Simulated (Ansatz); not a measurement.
**C2H4BFO2: harmonic frequencies at the relaxed geometry from a Python script**

The task is harmonic frequencies at the relaxed geometry, for C2H4BFO2. SMILES: FB1OCCO1.

Computed with Ansatz 0.2.0, driven from Python. Level of theory: Hartree-Fock/def2-SVP.

**1. The structure**

Bond lengths: F1–B2 1.445 Å, B2–O3 1.451 Å, O3–C4 1.400 Å, C4–C5 1.538 Å, B2–O6 1.451 Å, C5–O6 1.400 Å, C4–H7 1.113 Å, C4–H8 1.111 Å, C5–H9 1.112 Å, C5–H10 1.113 Å. Angles (14 of 17 angles, heavy atoms first): F1–B2–O3 117.7°, F1–B2–O6 117.7°, O3–B2–O6 112.2°, B2–O3–C4 100.7°, O3–C4–C5 108.1°, C4–C5–O6 108.1°, B2–O6–C5 100.7°, O3–C4–H7 109.9°, O3–C4–H8 109.2°, C5–C4–H7 110.8°, C5–C4–H8 110.3°, C4–C5–H9 110.3°, C4–C5–H10 110.8°, O6–C5–H9 109.2°.

No structure file is read: the coordinates are typed or built in the script.

**2. Script**

Contents of run_freq.py:

```python
# -*- coding: utf-8 -*-
'''Harmonic frequencies of C2H4BFO2 at its relaxed geometry.'''

import ansatz as az
import numpy as np


def main():
    geometry_ang = [
        ('F', (2.4041, -0.0626, -0.93)),
        ('B', (1.4552, -0.3769, 0.1139)),
        ('O', (0.4535, -1.3882, -0.1687)),
        ('C', (-0.6976, -0.5961, -0.2535)),
        ('C', (-0.401, 0.753, 0.4224)),
        ('O', (0.918, 0.7253, 0.8901)),
        ('H', (-0.9781, -0.4497, -1.321)),
        ('H', (-1.535, -1.1113, 0.2649)),
        ('H', (-1.0897, 0.9144, 1.2798)),
        ('H', (-0.5293, 1.5921, -0.298)),
    ]
    geometry = az.Crystal.molecule()
    for symbol, xyz in geometry_ang:
        geometry = geometry.atom(symbol, xyz)

    calculation = geometry.calculation()
    calculation = calculation.basis(gaussian='def2-SVP').functional('HF')
    symbols = [site.symbol for site in geometry.cartesian_sites]
    start = np.array([site.position_ang for site in geometry.cartesian_sites], dtype=float)
    report = calculation.relax(force_tolerance=0.003, max_steps=100).run(threads=1, pin='off').report
    end = np.array(report['positions_ang'])

    print('final positions (A) and the move of each atom')
    for symbol, xyz, old in zip(symbols, end, start):
        print(f'{symbol:2s} {xyz[0]:10.5f} {xyz[1]:10.5f} {xyz[2]:10.5f}   {np.linalg.norm(xyz - old):7.4f}')

    # frequencies need a stationary point, so they are taken at the relaxed geometry
    minimum = az.Crystal.molecule()
    for symbol, xyz in zip(symbols, end):
        minimum = minimum.atom(symbol, xyz.tolist())
    vibrating = minimum.calculation().basis(gaussian='def2-SVP').functional('HF').phonons(temperatures=(100, 500, 100))
    vib = vibrating.run(threads=1, pin='off').report['vibrations']
    sums = vib['harmonic_sums']
    modes = [m['omega_inv_cm'] for m in sums['modes_at_gamma'] if m['rigid_motion'] == 'no']
    print('frequencies (1/cm):', ' '.join(f'{w:.0f}' for w in modes))
    print('imaginary modes:', sum(w < 0 for w in modes), ' zero-point energy:', round(sums['zero_point_energy_ev'], 4), 'eV')
    print('T (K)   F_vib (eV)   S_vib (meV/K)   C_vib (meV/K)')
    for row in zip(sums['temperatures_k'], sums['vibrational_free_energy_ev'], vib['entropy_ev_per_k'], vib['heat_capacity_ev_per_k']):
        print(f'{row[0]:6.1f} {row[1]:11.4f} {1000 * row[2]:13.4f} {1000 * row[3]:15.4f}')


if __name__ == '__main__':
    main()
```

**3. The input behind the calls**

The package turns the script's settings into the engine's input (first run):

```yaml
crystal:
  periodic: [false, false, false]
  atoms:
    - { symbol: F, position_ang: [2.4041, -0.0626, -0.93] }
    - { symbol: B, position_ang: [1.4552, -0.3769, 0.1139] }
    - { symbol: O, position_ang: [0.4535, -1.3882, -0.1687] }
    - { symbol: C, position_ang: [-0.6976, -0.5961, -0.2535] }
    - { symbol: C, position_ang: [-0.401, 0.753, 0.4224] }
    - { symbol: O, position_ang: [0.918, 0.7253, 0.8901] }
    - { symbol: H, position_ang: [-0.9781, -0.4497, -1.321] }
    - { symbol: H, position_ang: [-1.535, -1.1113, 0.2649] }
    - { symbol: H, position_ang: [-1.0897, 0.9144, 1.2798] }
    - { symbol: H, position_ang: [-0.5293, 1.5921, -0.298] }
basis:
  gaussian:
    orbitals: def2-SVP
hamiltonian:
  xc: hf
relax:
  f_tol: 0.003
  max_steps: 100
```

**4. Running it**

The run is started by

```bash
python run_freq.py
```

Q: Predict the main results. Wanted: moves of the relaxation of run 1; energy gained in run 1; last largest force component of run 1; highest frequency; imaginary modes; zero-point energy.

**Answer**, as computed:

| quantity | value |
| --- | --- |
| runs compared | 2 |
| moves of the relaxation of run 1 | 8 |
| energy gained in run 1 | 1.989 eV |
| last largest force component of run 1 | 0.0017 eV/Å |
| highest frequency | 3292 cm⁻¹ |
| imaginary modes | 1 |
| zero-point energy | 2.136 eV |

The dearest, run 2 (phonons), took some 4.3 times as long as run 1 (relaxation). Run 1: After 8 moves the largest shift is 0.902 Å, of atom 1 (F). So large a move can change the bonding: the results belong to the relaxed structure. An imaginary frequency shows that the geometry is no minimum at this level. The values are harmonic; measured fundamentals also hold anharmonic shifts, mostly downward for stretches. The frequencies are harmonic and unscaled, in a modest basis. The result belongs to the one conformer reached from this start, and soft torsions count as harmonic oscillators.
